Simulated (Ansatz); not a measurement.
# FH3OSi2: the cost of one run

All numbers are computed with Ansatz 0.2.0, driven from Python. Level of theory: r2SCAN0/cc-pVDZ.

## Step 1: Starting point

Bond lengths: F1–Si2 1.643 Å, Si2–O3 1.614 Å, O3–Si4 1.637 Å, Si4–H5 1.458 Å, Si4–H6 1.462 Å, Si4–H7 1.459 Å. Angles: F1–Si2–O3 113.2°, Si2–O3–Si4 156.2°, O3–Si4–H5 102.3°, O3–Si4–H6 111.0°, O3–Si4–H7 103.7°, H5–Si4–H6 112.1°, H5–Si4–H7 115.5°, H6–Si4–H7 111.5°.

No structure file is read: the coordinates are typed or built in the script.

## Step 2: The code

Contents of fh3osi2_bend.py:

```python
"""Energy of FH3OSi2 against one bond angle."""

import ansatz
from ase import Atoms

atoms = Atoms(["F", "Si", "O", "Si", "H", "H", "H"], positions=[
    [0.7202, -2.4881, 1.48869],
    [-0.5657, -1.97727, 0.60342],
    [-0.27364, -0.62027, -0.2194],
    [-0.01947, 0.98445, -0.4209],
    [-0.75732, 1.26401, -1.64721],
    [-0.5365, 1.74363, 0.71683],
    [1.43244, 1.09355, -0.52143],
])

# relax first, so that the scan starts from a minimum
first = (
    ansatz.Crystal.molecule_from_ase(atoms).calculation()
    .basis(gaussian="cc-pVDZ")
    .functional("r2scan0")
    .relax(force_tolerance=0.02, max_steps=80)
)
atoms.positions = first.run().report["positions_ang"]

rows = []
for angle in [90, 100, 110, 120, 135, 150, 165, 179]:
    bent = atoms.copy()
    bent.set_angle(3, 2, 1, angle, indices=[0, 1])
    job = (
        ansatz.Crystal.molecule_from_ase(bent).calculation()
        .basis(gaussian="cc-pVDZ")
        .functional("r2scan0")
    )
    rows.append((angle, job.run().report["free_energy_ev"]))
floor = min(e for _, e in rows)
for angle, e in rows:
    print(f"angle Si3-O2-Si1 = {angle:3d} deg   {1000 * (e - floor):9.1f} meV")
```

## Step 3: The calls as engine input

The engine receives this input (first run):

```yaml
crystal:
  periodic: [false, false, false]
  atoms:
    - { symbol: F, position_ang: [0.7202, -2.4881, 1.48869] }
    - { symbol: Si, position_ang: [-0.5657, -1.97727, 0.60342] }
    - { symbol: O, position_ang: [-0.27364, -0.62027, -0.2194] }
    - { symbol: Si, position_ang: [-0.01947, 0.98445, -0.4209] }
    - { symbol: H, position_ang: [-0.75732, 1.26401, -1.64721] }
    - { symbol: H, position_ang: [-0.5365, 1.74363, 0.71683] }
    - { symbol: H, position_ang: [1.43244, 1.09355, -0.52143] }
basis:
  gaussian:
    orbitals: cc-pVDZ
hamiltonian:
  xc: r2scan0
relax:
  f_tol: 0.02
  max_steps: 80
```

## Step 4: Launch

The run is started by

```console
$ python fh3osi2_bend.py
```

**Question.** How long does this script take on 1 thread of Arm Neoverse V2, shared host, and how much memory does it need?

About 91 s, with a peak of 0.24 GiB.
